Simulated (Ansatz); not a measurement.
# GaNH2+ (doublet): wave-function methods side by side, cc-pVTZ

An exercise on one series of results from a longer session: the logs are not shown, and one member is left open.

The runs use Ansatz 0.2.0, Gaussian basis; cc-pVTZ, core rule «outside noble gas», up to 15 orbitals frozen.

Plan: UHF; CCSD(T) on ROHF; CCSD(T) on UHF; BCCD(T) on ROHF; CCSDT(Q) on ROHF; CCSDT(Q) on UHF.

13 further runs of the same task are left out: 8 for a known fault of the program, 5 set aside as unsound or not needed.

## What is computed

The geometry is a PBE0/def2-TZVP stationary point (not a proven minimum) of the parent state, kept for this charge and spin. No spin-orbit coupling is included. The filled d shell of Ga may be among the frozen orbitals whatever the setting's name suggests; the logs give the count.

4 atoms, charge 1, spin multiplicity 2.

Atoms are counted from 1 here; the program's logs count them from 0.

Bond lengths: N1–Ga2 1.886 Å, N1–H3 1.014 Å, N1–H4 1.014 Å. Angles: Ga2–N1–H3 111.5°, Ga2–N1–H4 111.5°, H3–N1–H4 109.1°.

Set-up of the first run:

Contents of in.yaml:

```yaml
crystal:
  periodic: [false, false, false]
  atoms:
    - {symbol: N, position_ang: [-0.104201, 0.000000, 1.521268]}
    - {symbol: Ga, position_ang: [0.011438, 0.000000, -0.361116]}
    - {symbol: H, position_ang: [0.328389, -0.826162, 1.919816]}
    - {symbol: H, position_ang: [0.328389, 0.826162, 1.919816]}
basis:
  gaussian: {orbitals: cc-pVTZ}
total_charge: 1
magnetization: {spin_polarized: true, initial_magnetization: 1}
hamiltonian: {xc: hf}
output: {orbitals: {seedname: orbitals}}
```

Launch:

```sh
$ ansatz run in.yaml --threads 1 --pin off --events-out ev --progress --plain --max-ram 4096MiB --backend cpu
```

Steps of the session up to this table: UHF; CCSD(T) on ROHF; CCSD(T) on UHF; BCCD(T) on ROHF; CCSDT(Q) on ROHF; CCSDT(Q) on UHF.

One table of the session follows, with a row left open; its other results are not shown here.

```
   method  from UCCSDT(Q) (meV)
     ROHF               +7664.0
      UHF               +7339.8
     RMP2                +689.5
     UMP2                +988.4
    RCCSD                     ?
    UCCSD                +309.8
 RCCSD(T)                 +37.6
 UCCSD(T)                 +45.4
  BCCD(T)                 +40.8
   RCCSDT                 +29.1
   UCCSDT                 +18.6
RCCSDT(Q)                  +8.8
UCCSDT(Q)                     0
```

Estimate the missing values for RCCSD.

The run gave: from UCCSDT(Q) (meV): +356.3. In the column «from UCCSDT(Q) (meV)» it lies between UCCSD (+309.8) and RMP2 (+689.5).

Among the levels timed on like hardware and quicker than the yardstick, those that no quicker one beats, quickest first: UCCSD(T) (11 s, +45.4 meV); BCCD(T) (15 s, +40.8 meV); RCCSDT(Q) (22 s, +8.8 meV).

Limits of these values: Restricted and unrestricted rows rest on different reference determinants; where their highest levels disagree by more than a few hundredths of an eV, they describe different states and don't form one ladder.
